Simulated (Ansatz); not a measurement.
# GaF (Pm-3m) in Ansatz: further runs, part 2 of 3

Ansatz 0.2.0. Earlier steps stand in the parts before.

## 3. Born charges and dielectric tensor, PBE

input.yaml

```yaml
crystal:
  lattice:
    - [3.16592, 0.0, 0.0]
    - [0.0, 3.16592, 0.0]
    - [0.0, 0.0, 3.16592]
  atoms:
    - { symbol: Ga, position: [0.0, 0.0, 0.0] }
    - { symbol: F, position: [0.5, 0.5, 0.5] }
hamiltonian:
  xc: pbe
  pseudopotentials: { kind: paw }
kpoints:
  mp_grid: { grid: [8, 8, 8] }
scf:
  occupations: { method: fixed }
output:
  eigenvalues: true
dielectric:
  method: response
```

Potentials or basis: Ansatz PAW.

Started as:

```
$ ansatz run input.yaml --threads 2 --pin off --max-ram 5632MiB --backend cpu --events-out ev --progress --plain --runs-dir out
```

Log:

```text
Warning: RAYON_NUM_THREADS=2 ignored (pool sized by the plan → 2); use --threads N
Engine: ansatz 0.2.0, aarch64-unknown-linux-gnu
Pseudopotentials: kind: paw
Pseudopotential: Ga, paw, valence charge 13, recommended cutoff 420 eV (normal), Ga.paw.azcp
Pseudopotential: F, paw, valence charge 7, recommended cutoff 420 eV (normal), F.paw.azcp
Functional definition: PBE
  parameter kappa = 0.804
  parameter beta = 0.06672455060314922
  exchange = pbe_x(kappa = kappa, mu = beta*pi^2/3)
  correlation = pbe_c(beta = beta)
Crystal: 2 atoms, lattice volume = 31.732 Å³
Basis set: ecut = 420 eV, 619 PW (Γ), exchange–correlation on 48×48×48 points (8 copies of the dense FFT grid, shifted against one another)
Bands: 14, of which v1, the nominal top of the filled ones, is band 10 counted from 1 (9 counted from 0)
Symmetry: 48 space group operations
k-points: 75 of 512 (irreducible under 8 space group operations, time reversal used)
Non-local potential: Ga, projectors of the file, l = 0: 2, l = 1: 2, l = 2: 3, l = 3: 1
Non-local potential: F, projectors of the file, l = 0: 2, l = 1: 2, l = 2: 1
PAW form: soft (Blöchl's): semilocal exchange-correlation on the pseudo side does not see the compensation charge
PAW one-centre angular grid: Ga, 590 points (default); XC on 64 Gauss nodes
PAW one-centre angular grid: F, 110 points (default); XC on 64 Gauss nodes
Initial density: superposition of atomic densities (neutral atoms: chi_scale 0, normalization atom), corrected by the library's trained network
Initial wavefunctions: pseudopotential atomic-orbital guess
Functional: x = pbe(κ = 0.804, μ = 0.2195149727645171), c = pbe(β = 0.06672455060314922)
SCF iter   1: F=—  HF=-4591.295032 eV  |F-HF|=—  |Δ(HF+E_count)|=         —  Δρ=1.00e-3  dr2=1.89e-4  ethr=1.77e-3  ⟨swp⟩=4.0  Hψ=4616  notcnv=0  defer=130
preconditioner: auto → none  [insulator: Δε(μ)=0.336 eV  Ē_g=17.717 eV  n_scr=6 (ndim 8)  ℏωp=29.5 eV  f_vac=0.000  ε∞_Penn≈3.8]
SCF iter   2: F=—  HF=-4591.295072 eV  |F-HF|=—  |Δ(HF+E_count)|=   3.92e-5  Δρ=9.79e-4  dr2=1.25e-4  ethr=9.44e-7  ⟨swp⟩=2.0  Hψ=2517  notcnv=0  defer=140
SCF iter   3: F=—  HF=-4591.295118 eV  |F-HF|=—  |Δ(HF+E_count)|=   4.61e-5  Δρ=4.14e-4  dr2=2.13e-5  ethr=6.24e-7  ⟨swp⟩=2.9  Hψ=1863  notcnv=0  defer=90
SCF iter   4: F=—  HF=-4591.295180 eV  |F-HF|=—  |Δ(HF+E_count)|=   6.27e-5  Δρ=1.83e-4  dr2=7.91e-6  ethr=1.06e-7  ⟨swp⟩=2.0  Hψ=1800  notcnv=0  defer=68
SCF iter   5: F=—  HF=-4591.295184 eV  |F-HF|=—  |Δ(HF+E_count)|=   3.96e-6  Δρ=6.08e-5  dr2=6.13e-7  ethr=3.95e-8  ⟨swp⟩=2.0  Hψ=1716  notcnv=0
SCF iter   6: F=—  HF=-4591.295179 eV  |F-HF|=—  |Δ(HF+E_count)|=   5.18e-6  Δρ=2.71e-5  dr2=1.17e-7  ethr=3.07e-9  ⟨swp⟩=2.0  Hψ=1722  notcnv=0
[... 16 lines left out ...]
SCF iter   3: F=—  HF=-4591.298236 eV  |F-HF|=—  |Δ(HF+E_count)|=   4.27e-6  Δρ=2.41e-4  dr2=1.22e-5  ethr=4.85e-8
SCF iter   4: F=—  HF=-4591.298233 eV  |F-HF|=—  |Δ(HF+E_count)|=   3.30e-6  Δρ=3.70e-5  dr2=2.42e-7  ethr=4.85e-8
SCF iter   5: F=-4591.298233 eV  HF=-4591.298233 eV  |F-HF|=1.89e-10  |Δ(HF+E_count)|=   2.71e-8  Δρ=9.58e-6  dr2=1.33e-8  ethr=1.21e-9
SCF 1 converged in 5 iterations: F = -4591.298233 eV  dr2 = 1.33e-8
DFPT response loops at Γ: mixed as the last ones told, above
WARN: field response: inside a basis, on 12×12×12 points, no mesh in reach settles it: take ε∞, Z* and everything formed from them with what they may err, as stated (eps_inf_uncertainty, zstar_uncertainty_e), and compare with field_mesh: kpoints on a denser kpoints.mp_grid
SCF converged after 9 iterations
Free energy (F): -4591.295179 eV
Harris-Foulkes:  -4591.295179 eV  (|F-HF|=1.82e-12)
Internal energy: -4591.295179 eV  (E = F + TS)
E sigma→0 (E₀):  -4591.295179 eV
Fermi energy:    5.867421 eV
--- Per-component energies (eV) ---
  E_band       = -98.834316
  E_kinetic    = 317.806892
  E_local      = -2380.466972  (includes V_loc(G=0)·N_el)
  E_nonlocal   = 493.169433
  E_hartree    = 1047.174496
  E_xc         = -149.059499
  E_vxc        = -159.699906  (∫ρ·V_xc dr)
  E_paw        = -2181.361012  (= ΣΔE_a)
  E_vpaw       = -463.994832  (= ΣTr[D̂ρ^β])
  E_aug_tail   = 0.001998  (compensation charges beyond the density's cutoff)
  E_ewald      = -1738.560515
  E_smearing   = -0.000000  (= −TS)
  E_closure    = -0.000000  (closes the sum)
  Σ components = -4591.295179   (vs F -4591.295179, Δ=0.00e0)
--- Band table (eV; the first three rows and the last of 75) ---
  k-point 0: bands = ["-16.3805", "-8.4636", "-8.4636", "-8.2963", "-8.2963", "-8.2963", "-0.2084", "2.4134", "2.4134", "2.4134", "14.1896", "14.1896", "14.1896", "15.6216"]
  k-point 1: bands = ["-16.3594", "-8.4622", "-8.4462", "-8.3034", "-8.3034", "-8.2958", "-0.3293", "2.4524", "2.4524", "2.6139", "12.1388", "14.2127", "14.2127", "15.8318"]
  k-point 2: bands = ["-16.3078", "-8.4589", "-8.4047", "-8.3203", "-8.3203", "-8.2944", "-0.6038", "2.5474", "2.5474", "3.1992", "9.6854", "14.2650", "14.2650", "16.4579"]
  k-point 74: bands = ["-16.0270", "-8.4054", "-8.4054", "-8.4054", "-8.2558", "-8.2558", "1.8528", "1.8528", "1.8528", "5.8674", "8.2115", "8.2115", "8.2115", "17.7816"]
--- Dielectric response (ions clamped): 3 representative field directions + reference, inside a basis on a mesh of 1728 k-points (Σ response iterations 15) ---
  ε∞ (high-frequency dielectric tensor):
        7.418157     0.000000    -0.000000
        0.000000     7.418157     0.000000
       -0.000000     0.000000     7.418157
  Born effective charges Z* (e; rows j = field, columns β = displacement):
    site 0:
         2.20263   -0.00000    0.00000
        -0.00000    2.20263    0.00000
         0.00000    0.00000    2.20263
    site 1:
        -2.20263    0.00000    0.00000
         0.00000   -2.20263    0.00000
        -0.00000    0.00000   -2.20263
  Z* charge neutrality: 3.019e-3 e pre-enforcement
  solved inside a basis spanned on kpoints, on 12×12×12 k-points transformed towards the longest dipole, which do not settle them: ε∞ is read to err by 4.3e-2, Z* by 3.4e-2 e (field_mesh: kpoints solves on kpoints); Z* is corrected for what the basis lacks
```

Run time: 19 s. Hardware: 2 threads of Arm Neoverse V2, shared host; peak memory 0.42 GiB.

Results:

```yaml
Free_energy: -4591.2952 eV
Band_gap_on_the_k_mesh: 0.34 eV, indirect (least direct gap 1.13 eV)
Electronic_dielectric_tensor_diagonal: 7.42
Born_charges_mean_of_the_diagonal: Ga +2.20; F -2.20 e
```

Levels at points of the mesh, in eV from the valence-band top:
| k point | band 7 | band 8 | band 9 | band 10 | band 11 | band 12 | band 13 | band 14 |
| --- | --- | --- | --- | --- | --- | --- | --- | --- |
| (0.00, 0.00, 0.00) | -6.08 | -3.45 | -3.45 | -3.45 | 8.32 | 8.32 | 8.32 | 9.75 |
| (0.00, 0.00, -0.50) | -6.83 | -3.18 | -3.18 | -0.79 | 0.34 | 8.46 | 8.46 | 12.49 |
| (0.00, -0.50, -0.50) | -4.87 | -4.87 | -3.09 | -2.64 | 3.44 | 3.44 | 9.14 | 10.34 |
| (-0.50, 0.00, 0.00) | -6.83 | -3.18 | -3.18 | -0.79 | 0.34 | 8.46 | 8.46 | 12.49 |
| (-0.50, 0.00, -0.50) | -4.87 | -4.87 | -3.09 | -2.64 | 3.44 | 3.44 | 9.14 | 10.34 |
| (-0.50, -0.50, -0.50) | -4.01 | -4.01 | -4.01 | 0.00 | 2.34 | 2.34 | 2.34 | 11.91 |

Electronic dielectric tensor:
```
7.42 0.00 0.00
0.00 7.42 0.00
0.00 0.00 7.42
```

Born effective charge tensors (e):
atom 1, Ga
```
2.20 0.00 0.00
0.00 2.20 0.00
0.00 0.00 2.20
```
atom 2, F
```
-2.20  0.00  0.00
 0.00 -2.20  0.00
 0.00  0.00 -2.20
```

Caveat: the gap is small at this level, which inflates the dielectric constant. A k mesh can miss the band edges.

(Part 2 of 3 ends here.)
